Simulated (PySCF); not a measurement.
# Ways to converge the SCF of S⁻

The same problem is solved with other solver options, one edit a run.

Computed with PySCF 2.14.0. Level: method and basis as typed in the scripts.

1 further run of the same task is left out (it didn't finish).

### 1 The atom

S⁻: 1 atom, charge -1, spin multiplicity 2.

### 2 The base run

The input, input.py:

```python
from pyscf import gto, dft

mol = gto.M(
    atom='S 0 0 0',
    basis='3-21g',
    charge=-1,
    spin=1,
    verbose=3,
)
mf = dft.UKS(mol, xc='blyp')
mf.kernel()
mf.dip_moment()
print('orbital energies (hartree):', [e[max(0, n-3):n+3].round(4) for e, n in zip(mf.mo_energy, mol.nelec)])
```

The run is started by

```console
python input.py
```

The log of this run is left out.

Base result: E(SCF) = -396.183844 Eh, ⟨S²⟩ = 0.750.

### 3 Smearing width 0.05 hartree

Edit 1 changes smearing width: none → 0.05 hartree.

The input, input.py:

```python
from pyscf import gto, dft, scf

mol = gto.M(
    atom='S 0 0 0',
    basis='3-21g',
    charge=-1,
    spin=1,
    verbose=3,
)
mf = dft.UKS(mol, xc='blyp')
mf = scf.addons.smearing_(mf, sigma=0.05, method='fermi')
mf.kernel()
mf.dip_moment()
print('orbital energies (hartree):', [e[max(0, n-3):n+3].round(4) for e, n in zip(mf.mo_energy, mol.nelec)])
```

The run is started by

```console
python input.py
```

### 4 Initial guess 1e

Edit 2 changes initial guess: minao → 1e.

input.py, as its differences from that of step 2:

```diff
@@ -10,2 +10,3 @@
 mf = dft.UKS(mol, xc='blyp')
+mf.init_guess = '1e'
 mf.kernel()
```

### 5 Level shift 0.3 hartree

Edit 3 changes level shift: none → 0.3 hartree.

input.py, as its differences from that of step 2:

```diff
@@ -10,2 +10,3 @@
 mf = dft.UKS(mol, xc='blyp')
+mf.level_shift = 0.3
 mf.kernel()
```

### 6 DIIS space 2

Edit 4 changes DIIS space: default → 2.

input.py, as its differences from that of step 2:

```diff
@@ -10,2 +10,3 @@
 mf = dft.UKS(mol, xc='blyp')
+mf.diis_space = 2
 mf.kernel()
```

### 7 Second-order solver on

Edit 5 changes second-order solver: off → on.

input.py, as its differences from that of step 2:

```diff
@@ -10,2 +10,3 @@
 mf = dft.UKS(mol, xc='blyp')
+mf = mf.newton()
 mf.kernel()
```

### 8 DIIS space 12

Edit 6 changes DIIS space: default → 12.

input.py, as its differences from that of step 2:

```diff
@@ -10,2 +10,3 @@
 mf = dft.UKS(mol, xc='blyp')
+mf.diis_space = 12
 mf.kernel()
```

Q: Predict the outcome of this session. Wanted: for each run, E(SCF); from base; gap, α spin.

As calculated:

| run | E(SCF) (hartree) | from base (eV) | gap, α spin (eV) |
| --- | --- | --- | --- |
| base | -396.183844 | 0 | 15.23 |
| smearing width 0.05 hartree | -396.177734 | not comparable | n/a |
| initial guess 1e | -396.183844 | 0.0000 | 15.23 |
| level shift 0.3 hartree | -396.183844 | 0.0000 | 15.23 |
| DIIS space 2 | -396.183844 | 0.0000 | 15.23 |
| second-order solver on | -396.183844 | 0.0000 | 15.23 |
| DIIS space 12 | -396.183844 | 0.0000 | 15.23 |

The highest filled level of this anion is positive: the basis lacks diffuse functions or the electron is not bound, so these numbers hang on the basis. No change of the SCF energy comes from initial guess 1e or level shift 0.3 hartree or DIIS space 2 or second-order solver on or DIIS space 12.
